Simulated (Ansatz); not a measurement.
# CH6FN3Si: one species, many methods

How much do the methods differ for CH6FN3Si? The plan is to run it at one geometry with functionals of several rungs and with coupled cluster. The yardstick is the atomisation energy at the CCSD(T) limit.

Program: Ansatz 0.2.0, Gaussian basis. Level of theory: functionals in def2-TZVPP, the program's frozen cores in correlated methods. These are calculated values, not measurements.

Plan: PBE-D4, r2SCAN-D4, PBE0-D4, B3LYP-D4, ωB97X-V, ωB97M-V, B2PLYP; CCSD(T)/def2-TZVPP; MP2/def2-QZVPP; extrapolation to the limit.

### 1 Structure used throughout

The geometry comes from an earlier relaxation with PBE0-D4 in a triple-zeta def2 set; it is a stationary point, not always the lowest conformer.

SMILES `C=N[Si](N)(N)F`, 12 atoms, charge 0, spin multiplicity 1.

Atoms are counted from 1 here; the program's logs count them from 0.

Bond lengths: C1–N2 1.258 Å, C1–H7 1.101 Å, C1–H8 1.097 Å, N2–Si3 1.736 Å, Si3–N4 1.688 Å, Si3–N5 1.694 Å, Si3–F6 1.608 Å, N4–H9 1.005 Å, N4–H10 1.005 Å, N5–H11 1.006 Å, N5–H12 1.006 Å. Angles: N2–C1–H7 124.1°, N2–C1–H8 120.3°, H7–C1–H8 115.6°, C1–N2–Si3 124.7°, N2–Si3–N4 105.0°, N2–Si3–N5 115.9°, N2–Si3–F6 108.1°, N4–Si3–N5 109.9°, N4–Si3–F6 114.9°, N5–Si3–F6 103.4°, Si3–N4–H9 122.5°, Si3–N4–H10 121.6°, H9–N4–H10 113.1°, Si3–N5–H11 120.9°, Si3–N5–H12 120.7°, H11–N5–H12 112.3°.

### 2 PBE-D4 (GGA)

Input file in.yaml:

```yaml
crystal:
  periodic: [false, false, false]
  atoms:
    - {symbol: C, position_ang: [-0.261780, -1.917754, 1.150583]}
    - {symbol: N, position_ang: [-0.700620, -0.832213, 0.691769]}
    - {symbol: Si, position_ang: [0.240567, 0.311885, -0.212986]}
    - {symbol: N, position_ang: [0.040837, 1.779703, 0.596064]}
    - {symbol: N, position_ang: [-0.180935, 0.491399, -1.844216]}
    - {symbol: F, position_ang: [1.754298, -0.225751, -0.277469]}
    - {symbol: H, position_ang: [0.779485, -2.257609, 1.042718]}
    - {symbol: H, position_ang: [-0.927068, -2.596720, 1.698720]}
    - {symbol: H, position_ang: [0.466397, 2.633033, 0.278685]}
    - {symbol: H, position_ang: [-0.245983, 1.816152, 1.558543]}
    - {symbol: H, position_ang: [0.186163, -0.130422, -2.544491]}
    - {symbol: H, position_ang: [-1.074461, 0.872998, -2.103919]}
basis:
  gaussian: {orbitals: def2-TZVPP}
hamiltonian: {xc: pbe, dispersion: d4}
output: {forces: true, orbitals: {seedname: orbitals}}
```

On the command line:

```
ansatz run in.yaml --threads 4 --pin off --events-out ev --progress --plain --max-ram 10444MiB
```

Log, shortened:

```text
Functional definition: PBE
  name "PBE"
  cite "Perdew, Burke & Ernzerhof, Phys. Rev. Lett. 77, 3865 (1996) doi:10.1103/PhysRevLett.77.3865"
  parent pbe
[...]
1443 factors; their error is unknown
[...]
mean field -16193.49634616 eV, -595.1000143755 hartree, gradient 2.0e-5 eV, S^2 0.000000; 0 other end points of the search recorded, 0 dependent functions left out
[...]
reference -16193.49639110 eV, -595.1000160270 hartree; 28, 28 occupied and 253, 253 virtual orbitals, 1443 factors
Total energy: -16193.77097314 eV, -595.1101067308 hartree
Atom 0 at    -0.261780    -1.917754     1.150583 Å, force     0.161523    -0.489288     0.213627 eV/Å
Atom 1 at    -0.700620    -0.832213     0.691769 Å, force    -0.480457     0.519564    -0.124731 eV/Å
Atom 2 at     0.240567     0.311885    -0.212986 Å, force    -0.210913     0.038607     0.052708 eV/Å
Atom 3 at     0.040837     1.779703     0.596064 Å, force    -0.120729     0.040472    -0.044140 eV/Å
Atom 4 at    -0.180935     0.491399    -1.844216 Å, force     0.060042     0.138592    -0.048310 eV/Å
Atom 5 at     1.754298    -0.225751    -0.277469 Å, force     0.630251    -0.201849    -0.044443 eV/Å
Atom 6 at     0.779485    -2.257609     1.042718 Å, force     0.251002    -0.108021    -0.010101 eV/Å
Atom 7 at    -0.927068    -2.596720     1.698720 Å, force    -0.146795    -0.176905     0.128761 eV/Å
Atom 8 at     0.466397     2.633033     0.278685 Å, force     0.146705     0.297262    -0.089430 eV/Å
Atom 9 at    -0.245983     1.816152     1.558543 Å, force    -0.099006     0.028883     0.326976 eV/Å
Atom 10 at     0.186163    -0.130422    -2.544491 Å, force     0.112560    -0.209076    -0.252399 eV/Å
Atom 11 at    -1.074461     0.872998    -2.103919 Å, force    -0.304183     0.121761    -0.108517 eV/Å
Dipole moment:    -0.106698     0.056163    -0.029523 e Å
```

Run time: 2.5 s. Hardware: 4 threads of Intel Xeon at 2.60GHz, shared host; peak memory 0.4 GiB.

With the free atoms at this level, -16144.029 eV in sum, the atomisation energy is 1147.1 kcal/mol. HOMO -5.50 eV, LUMO -1.88 eV.

### 3 r2SCAN-D4 (meta-GGA)

Changes to in.yaml since step 2:

```diff
@@ -17,3 +17,3 @@
   gaussian: {orbitals: def2-TZVPP}
-hamiltonian: {xc: pbe, dispersion: d4}
+hamiltonian: {xc: r2scan, dispersion: d4}
 output: {forces: true, orbitals: {seedname: orbitals}}
```

The command is unchanged.

Log, shortened:

```text
Functional definition: r2SCAN
  name "r2SCAN"
  cite "Furness, Kaplan, Ning, Perdew & Sun, J. Phys. Chem. Lett. 11, 8208 (2020) doi:10.1021/acs.jpclett.0c02405"
  cite "Furness, Kaplan, Ning, Perdew & Sun, J. Phys. Chem. Lett. 11, 9248 (2020) doi:10.1021/acs.jpclett.0c03077"
  parent r2scan
[...]
1443 factors; their error is unknown
[...]
mean field -16202.19559297 eV, -595.4197057992 hartree, gradient 5.1e-5 eV, S^2 0.000000; 0 other end points of the search recorded, 0 dependent functions left out
[...]
reference -16202.19560564 eV, -595.4197062647 hartree; 28, 28 occupied and 253, 253 virtual orbitals, 1443 factors
Total energy: -16202.26476182 eV, -595.4222477073 hartree
Atom 0 at    -0.261780    -1.917754     1.150583 Å, force     0.069347    -0.210457     0.090634 eV/Å
Atom 1 at    -0.700620    -0.832213     0.691769 Å, force    -0.118717     0.254187    -0.092821 eV/Å
Atom 2 at     0.240567     0.311885    -0.212986 Å, force    -0.017598    -0.025872     0.033556 eV/Å
Atom 3 at     0.040837     1.779703     0.596064 Å, force    -0.024981    -0.009060    -0.020926 eV/Å
Atom 4 at    -0.180935     0.491399    -1.844216 Å, force     0.021614     0.029033     0.012197 eV/Å
Atom 5 at     1.754298    -0.225751    -0.277469 Å, force     0.055134    -0.023415    -0.010431 eV/Å
Atom 6 at     0.779485    -2.257609     1.042718 Å, force     0.043478    -0.022945     0.001827 eV/Å
Atom 7 at    -0.927068    -2.596720     1.698720 Å, force    -0.005545    -0.023891     0.010027 eV/Å
Atom 8 at     0.466397     2.633033     0.278685 Å, force     0.007431     0.028119     0.024878 eV/Å
Atom 9 at    -0.245983     1.816152     1.558543 Å, force     0.004899     0.027079     0.016684 eV/Å
Atom 10 at     0.186163    -0.130422    -2.544491 Å, force    -0.016737    -0.011383    -0.031757 eV/Å
Atom 11 at    -1.074461     0.872998    -2.103919 Å, force    -0.018325    -0.011396    -0.033869 eV/Å
Dipole moment:    -0.103603     0.039114    -0.020694 e Å
```

Wall time 4.1 s (4 threads of Intel Xeon at 2.60GHz, shared host); peak memory 0.43 GiB.

With the free atoms at this level, -16153.888 eV in sum, the atomisation energy is 1115.6 kcal/mol. HOMO -5.79 eV, LUMO -1.66 eV.

### 4 PBE0-D4 (hybrid)

Changes to in.yaml since step 3:

```diff
@@ -17,3 +17,3 @@
   gaussian: {orbitals: def2-TZVPP}
-hamiltonian: {xc: r2scan, dispersion: d4}
-output: {forces: true, orbitals: {seedname: orbitals}}
+hamiltonian: {xc: pbe0, dispersion: d4}
+output: {orbitals: {seedname: orbitals}}
```

Launched as before.

Log:

```text
Functional definition: PBE0
  name "PBE0"
  cite "Adamo & Barone, J. Chem. Phys. 110, 6158 (1999) doi:10.1063/1.478522"
  cite "Perdew, Burke & Ernzerhof, Phys. Rev. Lett. 77, 3865 (1996) doi:10.1103/PhysRevLett.77.3865"
  parent pbe
  parameter a = 0.25
  parameter kappa = 0.804
  parameter beta = 0.06672455060314922
  exchange = (1 - a)*pbe_x(kappa = kappa, mu = beta*pi^2/3) + a*exact_x
  correlation = pbe_c(beta = beta)
1446 factors; their error is unknown
mean field evaluation 1: about -16179.4466 eV, gradient 9.2e1 eV
mean field evaluation 2: about -16166.6264 eV, gradient 1.2e2 eV
mean field evaluation 4: about -16194.4522 eV, gradient 8.5e0 eV
mean field evaluation 8: about -16194.5861 eV, gradient 3.5e-1 eV
mean field evaluation 16: about -16194.6233 eV, gradient 3.4e-4 eV
mean field -16194.62325086 eV, -595.1414273591 hartree, gradient 5.2e-5 eV, S^2 0.000000; 0 other end points of the search recorded, 0 dependent functions left out
reference -16194.62328454 eV, -595.1414285971 hartree; 28, 28 occupied and 253, 253 virtual orbitals, 1446 factors
Total energy: -16194.85491953 eV, -595.1499410259 hartree
```

Wall time 2.9 s (4 threads of Intel Xeon at 2.60GHz, shared host); peak memory 0.77 GiB.

Atomisation energy: 1117.7 kcal/mol (free atoms -16146.385 eV, run apart). HOMO -6.96 eV, LUMO -0.78 eV.

### 5 B3LYP-D4 (hybrid)

B3LYP here takes the VWN-RPA correlation.

Changes to in.yaml since step 4:

```diff
@@ -17,3 +17,3 @@
   gaussian: {orbitals: def2-TZVPP}
-hamiltonian: {xc: pbe0, dispersion: d4}
-output: {orbitals: {seedname: orbitals}}
+hamiltonian: {xc: {name: B3LYP}, dispersion: d4}
+output: {forces: true, orbitals: {seedname: orbitals}}
```

Same command.

Log, shortened:

```text
Functional definition: B3LYP
  name "B3LYP"
  cite "Stephens, Devlin, Chabalowski & Frisch, J. Phys. Chem. 98, 11623 (1994) doi:10.1021/j100096a001"
  cite "Becke, Phys. Rev. A 38, 3098 (1988) doi:10.1103/PhysRevA.38.3098"
  cite "Lee, Yang & Parr, Phys. Rev. B 37, 785 (1988) doi:10.1103/PhysRevB.37.785"
  cite "Vosko, Wilk & Nusair, Can. J. Phys. 58, 1200 (1980) doi:10.1139/p80-159"
[...]
1446 factors; their error is unknown
[...]
mean field -16207.77895134 eV, -595.6248904347 hartree, gradient 4.6e-5 eV, S^2 0.000000; 0 other end points of the search recorded, 0 dependent functions left out
[...]
reference -16207.77923816 eV, -595.6249009750 hartree; 28, 28 occupied and 253, 253 virtual orbitals, 1446 factors
Total energy: -16208.21952942 eV, -595.6410813805 hartree
Atom 0 at    -0.261780    -1.917754     1.150583 Å, force     0.006114    -0.229803     0.122399 eV/Å
[...]
Atom 2 at     0.240567     0.311885    -0.212986 Å, force    -0.115113     0.067410    -0.002050 eV/Å
Atom 3 at     0.040837     1.779703     0.596064 Å, force     0.007089     0.082118     0.046640 eV/Å
Atom 4 at    -0.180935     0.491399    -1.844216 Å, force    -0.037841    -0.005101    -0.086352 eV/Å
Atom 5 at     1.754298    -0.225751    -0.277469 Å, force     0.202590    -0.064256    -0.000545 eV/Å
Atom 6 at     0.779485    -2.257609     1.042718 Å, force    -0.067484     0.007761     0.014614 eV/Å
Atom 7 at    -0.927068    -2.596720     1.698720 Å, force     0.058280     0.026437    -0.030072 eV/Å
Atom 8 at     0.466397     2.633033     0.278685 Å, force    -0.006923     0.022270     0.022080 eV/Å
Atom 9 at    -0.245983     1.816152     1.558543 Å, force     0.000498     0.028376     0.004061 eV/Å
Atom 10 at     0.186163    -0.130422    -2.544491 Å, force    -0.012407     0.009809    -0.029723 eV/Å
Atom 11 at    -1.074461     0.872998    -2.103919 Å, force     0.000977    -0.001105    -0.031433 eV/Å
Dipole moment:    -0.104555     0.025848    -0.010790 e Å
```

Run time: 4.4 s. Hardware: 4 threads of Intel Xeon at 2.60GHz, shared host; peak memory 0.87 GiB.

Atomisation energy: 1126.1 kcal/mol (free atoms -16159.388 eV, run apart). HOMO -6.75 eV, LUMO -1.04 eV.

### 6 ωB97X-V (range-separated)

Changes to in.yaml since step 5:

```diff
@@ -17,3 +17,3 @@
   gaussian: {orbitals: def2-TZVPP}
-hamiltonian: {xc: {name: B3LYP}, dispersion: d4}
-output: {forces: true, orbitals: {seedname: orbitals}}
+hamiltonian: {xc: {name: wB97X-V}}
+output: {orbitals: {seedname: orbitals}}
```

The command is unchanged.

Log, shortened:

```text
Functional definition: wB97X-V
  name "wB97X-V"
  cite "Mardirossian & Head-Gordon, Phys. Chem. Chem. Phys. 16, 9904 (2014) doi:10.1039/C3CP54374A"
  cite "Becke, J. Chem. Phys. 107, 8554 (1997) doi:10.1063/1.475007"
  cite "Vydrov & Van Voorhis, J. Chem. Phys. 133, 244103 (2010) doi:10.1063/1.3521275"
[...]
      + integral(e_c_pw_opposite_spin*poly(b97_u_opposite, cos0, cos1)) + vv10(b, c)
1446 factors; their error is unknown
334 factors; integrals over basis functions are off by at most 9.2e-6 eV
[...]
mean field -16203.17653496 eV, -595.4557547522 hartree, gradient 3.3e-5 eV, S^2 0.000000; 0 other end points of the search recorded, 0 dependent functions left out
reference -16203.17653284 eV, -595.4557546742 hartree; 28, 28 occupied and 253, 253 virtual orbitals, 1446 factors
Total energy: -16203.17653284 eV, -595.4557546742 hartree
```

It took 7 s on 4 threads of Intel Xeon at 2.60GHz, shared host; peak memory 0.94 GiB.

Atomisation energy: 1126.8 kcal/mol (free atoms -16154.313 eV, run apart). HOMO -9.42 eV, LUMO 1.57 eV.

### 7 ωB97M-V (range-separated)

Changes to in.yaml since step 6:

```diff
@@ -17,3 +17,3 @@
   gaussian: {orbitals: def2-TZVPP}
-hamiltonian: {xc: {name: wB97X-V}}
-output: {orbitals: {seedname: orbitals}}
+hamiltonian: {xc: {name: wB97M-V}}
+output: {forces: true, orbitals: {seedname: orbitals}}
```

The command is unchanged.

Log, shortened:

```text
Functional definition: wB97M-V
  name "wB97M-V"
  cite "Mardirossian & Head-Gordon, J. Chem. Phys. 144, 214110 (2016) doi:10.1063/1.4952647"
  cite "Becke, J. Chem. Phys. 107, 8554 (1997) doi:10.1063/1.475007"
  cite "Vydrov & Van Voorhis, J. Chem. Phys. 133, 244103 (2010) doi:10.1063/1.3521275"
  # Of w^i u^j: cxij and so on, Table III.
[...]
  gx(w, u) = 1 - cx + cx01*u + cx10*w
  gss(w, u) = css00 + css04*u^4 + css10*w + css20*w^2 + css43*w^4*u^3
  gos(w, u) = cos00 + cos10*w + (cos20 + cos21*u)*w^2 + (cos60 + cos61*u)*w^6
[...]
      + integral(e_c_pw_mod_opposite_spin*gos(b97_w_opposite, b97_u_opposite)) + vv10(b, c)
1446 factors; their error is unknown
334 factors; integrals over basis functions are off by at most 9.2e-6 eV
[...]
Atom 2 at     0.240567     0.311885    -0.212986 Å, force    -0.086069     0.006743     0.002859 eV/Å
Atom 3 at     0.040837     1.779703     0.596064 Å, force     0.012647     0.066470     0.042104 eV/Å
Atom 4 at    -0.180935     0.491399    -1.844216 Å, force    -0.026181    -0.007413    -0.071689 eV/Å
Atom 5 at     1.754298    -0.225751    -0.277469 Å, force     0.127006    -0.062703     0.015970 eV/Å
Atom 6 at     0.779485    -2.257609     1.042718 Å, force    -0.092867     0.056284    -0.005643 eV/Å
Atom 7 at    -0.927068    -2.596720     1.698720 Å, force     0.066666     0.072503    -0.052507 eV/Å
Atom 8 at     0.466397     2.633033     0.278685 Å, force    -0.014879    -0.003914     0.019827 eV/Å
Atom 9 at    -0.245983     1.816152     1.558543 Å, force     0.008173     0.010544    -0.015712 eV/Å
Atom 10 at     0.186163    -0.130422    -2.544491 Å, force    -0.015044     0.019272     0.000406 eV/Å
Atom 11 at    -1.074461     0.872998    -2.103919 Å, force     0.019266    -0.008198    -0.011830 eV/Å
Dipole moment:    -0.097855     0.011520    -0.002135 e Å
```

Wall time 10 s (4 threads of Intel Xeon at 2.60GHz, shared host); peak memory 1.1 GiB.

With the free atoms at this level, -16155.037 eV in sum, the atomisation energy is 1128.0 kcal/mol. HOMO -9.33 eV, LUMO 1.46 eV.

### 8 B2PLYP (double hybrid)

Changes to in.yaml since step 7:

```diff
@@ -17,3 +17,2 @@
   gaussian: {orbitals: def2-TZVPP}
-hamiltonian: {xc: {name: wB97M-V}}
-output: {forces: true, orbitals: {seedname: orbitals}}
+hamiltonian: {xc: {name: B2PLYP}}
```

The command is unchanged.

Log, shortened:

```text
Functional definition: B2PLYP
  name "B2PLYP"
  cite "Grimme, J. Chem. Phys. 124, 034108 (2006) doi:10.1063/1.2148954"
  cite "Becke, Phys. Rev. A 38, 3098 (1988) doi:10.1103/PhysRevA.38.3098"
  cite "Lee, Yang & Parr, Phys. Rev. B 37, 785 (1988) doi:10.1103/PhysRevB.37.785"
[...]
1678 factors; integrals over basis functions are off by at most 1.2e-3 eV
[...]
mean field -16187.98673740 eV, -594.8975399881 hartree, gradient 9.8e-6 eV, S^2 0.000000; 0 other end points of the search recorded, 0 dependent functions left out
10 core orbitals not correlated: weight in the atoms' cores, before any rotation towards them, 1.000 or more for the frozen orbitals, at most 0.000 for the correlated occupied ones
reference -16187.98691875 eV, -594.8975466523 hartree; 18, 18 occupied and 253, 253 virtual orbitals, 1678 factors
second order -37.54753086 eV of doubles, -0.00000000 eV of singles
Total energy: -16198.12475208 eV, -595.2701051556 hartree
```

It took 5.5 s on 4 threads of Intel Xeon at 2.60GHz, shared host; peak memory 0.81 GiB.

With the free atoms at this level, -16149.917 eV in sum, the atomisation energy is 1111.7 kcal/mol.

### 9 Frontier levels by functional

Dipoles come from the runs that computed forces. Levels are read from the orbital files that the runs wrote:

| functional | HOMO (eV) | LUMO (eV) | gap (eV) | dipole (D) |
| --- | --- | --- | --- | --- |
| PBE-D4 | -5.50 | -1.88 | 3.62 | 0.60 |
| r2SCAN-D4 | -5.79 | -1.66 | 4.12 | 0.54 |
| PBE0-D4 | -6.96 | -0.78 | 6.19 |  |
| B3LYP-D4 | -6.75 | -1.04 | 5.71 | 0.52 |
| ωB97X-V | -9.42 | 1.57 | 10.99 |  |
| ωB97M-V | -9.33 | 1.46 | 10.78 | 0.47 |

### 10 CCSD(T) in def2-TZVPP

Changes to in.yaml since step 8:

```diff
@@ -17,2 +17,2 @@
   gaussian: {orbitals: def2-TZVPP}
-hamiltonian: {xc: {name: B2PLYP}}
+correlation: {method: ccsd_t}
```

The command is unchanged.

Log, shortened:

```text
Functional definition: HF
  name "HF"
  cite "Fock, Z. Phys. 61, 126 (1930) doi:10.1007/BF01340294"
  parent pbe
[...]
1678 factors; integrals over basis functions are off by at most 1.2e-3 eV
[...]
mean field -16146.83577089 eV, -593.3852698617 hartree, gradient 2.5e-6 eV, S^2 0.000000; 0 other end points of the search recorded, 0 dependent functions left out
10 core orbitals not correlated: weight in the atoms' cores, before any rotation towards them, 1.000 or more for the frozen orbitals, at most 0.000 for the correlated occupied ones
reference -16146.83577089 eV, -593.3852698617 hartree; 18, 18 occupied and 253, 253 virtual orbitals, 1678 factors
second order -31.18945101 eV of doubles, -0.00000000 eV of singles
cycle   1  -31.21456055 eV  change   -2.5e-2 eV  update   1.1e-1
[...]
cycle   9  -32.02429411 eV  change   -2.1e-5 eV  update   3.6e-5
perturbative correction -1.23209977 eV, -0.0452788315 hartree
Total energy: -16180.09216477 eV, -594.6074197949 hartree
```

It took 2.9 min on 4 threads of Intel Xeon at 2.60GHz, shared host; peak memory 8.5 GiB.

### 11 MP2 in def2-QZVPP

Changes to in.yaml since step 10:

```diff
@@ -16,3 +16,3 @@
 basis:
-  gaussian: {orbitals: def2-TZVPP}
-correlation: {method: ccsd_t}
+  gaussian: {orbitals: "def2-QZVPP.json"}
+correlation: {method: mp2}
```

The command is unchanged.

Log:

```text
Functional definition: HF
  name "HF"
  cite "Fock, Z. Phys. 61, 126 (1930) doi:10.1007/BF01340294"
  parent pbe
  exchange = exact_x
  correlation = 0
3213 factors; integrals over basis functions are off by at most 1.0e-3 eV
mean field evaluation 1: about -16141.1115 eV, gradient 5.7e1 eV
mean field evaluation 2: about -16141.2590 eV, gradient 5.7e1 eV
mean field evaluation 4: about -16147.4316 eV, gradient 4.4e0 eV
mean field evaluation 8: about -16147.5020 eV, gradient 3.8e-1 eV
mean field -16147.50288484 eV, -593.4097858473 hartree, gradient 2.2e-6 eV, S^2 0.000000; 0 other end points of the search recorded, 0 dependent functions left out
10 core orbitals not correlated: weight in the atoms' cores, before any rotation towards them, 1.000 or more for the frozen orbitals, at most 0.000 for the correlated occupied ones
reference -16147.50288484 eV, -593.4097858473 hartree; 18, 18 occupied and 507, 507 virtual orbitals, 3213 factors
second order -33.63114210 eV of doubles, -0.00000000 eV of singles
Total energy: -16181.13402694 eV, -594.6457075235 hartree
```

Wall time 22 s (4 threads of Intel Xeon at 2.60GHz, shared host); peak memory 3.7 GiB.

Energy pieces by basis (eV):

| basis | HF | MP2 correlation | CCSD correlation | (T) | total |
| --- | --- | --- | --- | --- | --- |
| def2-TZVPP | -16146.8358 | -31.1895 | -32.0243 | -1.2321 | -16180.0922 |
| def2-QZVPP | -16147.5029 | -33.6311 |  |  | -16181.1340 (MP2) |

The report of the def2-TZVPP run gives T1 = 0.0115.

### 12 Extrapolating to the complete basis

No new run: Hartree-Fock is extrapolated as exp(−7.88√X) and correlation as X^−2.97, with X = 3 and 4; only MP2 was run in the larger set, so CCSD(T) minus MP2 is added from the smaller one.

| level | energy at the limit (eV) |
| --- | --- |
| HF | -16147.5948 |
| MP2 | -16183.0346 |
| CCSD | -16183.8694 |
| CCSD(T) | -16185.1015 |

### 13 All levels against the reference

Atomisation energy = energies of 1 C, 3 N, 1 Si, 1 F, 6 H (separate runs, same level) minus the molecule's; electronic only, no spin-orbit term.

Differences are taken before rounding.

| method | rung | atoms, summed (eV) | atomisation energy (kcal/mol) | from CCSD(T)/CBS (kcal/mol) | time |
| --- | --- | --- | --- | --- | --- |
| PBE-D4 | GGA | -16144.029 | 1147.1 | +24.4 | 2.5 s |
| r2SCAN-D4 | meta-GGA | -16153.888 | 1115.6 | -7.1 | 4.1 s |
| PBE0-D4 | hybrid | -16146.385 | 1117.7 | -4.9 | 2.9 s |
| B3LYP-D4 | hybrid | -16159.388 | 1126.1 | +3.4 | 4.4 s |
| ωB97X-V | range-separated | -16154.313 | 1126.8 | +4.1 | 7 s |
| ωB97M-V | range-separated | -16155.037 | 1128.0 | +5.3 | 10 s |
| B2PLYP | double hybrid | -16149.917 | 1111.7 | -11.0 | 5.5 s |
| HF/def2-TZVPP | wavefunction | -16113.555 | 767.5 | -355.2 |  |
| MP2/def2-TZVPP | wavefunction | -16130.005 | 1107.4 | -15.3 |  |
| CCSD/def2-TZVPP | wavefunction | -16132.698 | 1064.5 | -58.2 |  |
| CCSD(T)/def2-TZVPP | wavefunction | -16133.099 | 1083.7 | -39.0 | 2.9 min |
| MP2/CBS | wavefunction | -16133.322 | 1146.4 | +23.7 |  |
| CCSD(T)/CBS | wavefunction | -16136.417 | 1122.7 | 0 | 3.3 min |

Among the levels timed on like hardware and quicker than the yardstick, those that no quicker one beats, quickest first: PBE-D4 (2.5 s, +24.4 kcal/mol); PBE0-D4 (2.9 s, -4.9 kcal/mol); B3LYP-D4 (4.4 s, +3.4 kcal/mol).

B2PLYP carry no dispersion term (for B3LYP, D4 adds 10.2 kcal/mol).

Times are those of the molecule's run; HF, MP2 and CCSD come out of the CCSD(T) runs, and the limit's time is the sum of the runs that it needs.

### 14 Outcome

| quantity | value |
| --- | --- |
| atomisation energy, CCSD(T)/CBS | 1122.7 kcal/mol |
| functionals within 5.6 kcal/mol (0.5 %) | PBE0-D4, B3LYP-D4, ωB97X-V, ωB97M-V |
| farthest | PBE-D4 (+24.4 kcal/mol) |
| mean size of error, hybrid | 4.2 kcal/mol |
| mean size of error, range-separated | 4.7 kcal/mol |
| gap, smallest and largest | 3.62 eV (PBE-D4), 10.99 eV (ωB97X-V) |
| T1 diagnostic | 0.0115 |
| triples share of the correlation energy | 3.7 % |

PBE-D4 misses by +24.4 kcal/mol. Double hybrids carry the basis error of their MP2 part in triple zeta, and no dispersion term here, so their miss is partly the set-up's. The reference freezes the cores and leaves out relativity and excitations past (T), so misses under about 5.6 kcal/mol can't be ranked. Hartree-Fock recovers 68 % of the binding; the rest is correlation. Orbital gaps span 3.6 to 11.0 eV; exact exchange widens them.

For cost: B3LYP-D4 gets within 3.4 kcal/mol in 4.4 s, where CCSD(T)/CBS took 3.3 min; the quickest level in the cost chart, PBE-D4, takes 2.5 s and misses by 24.4 kcal/mol.
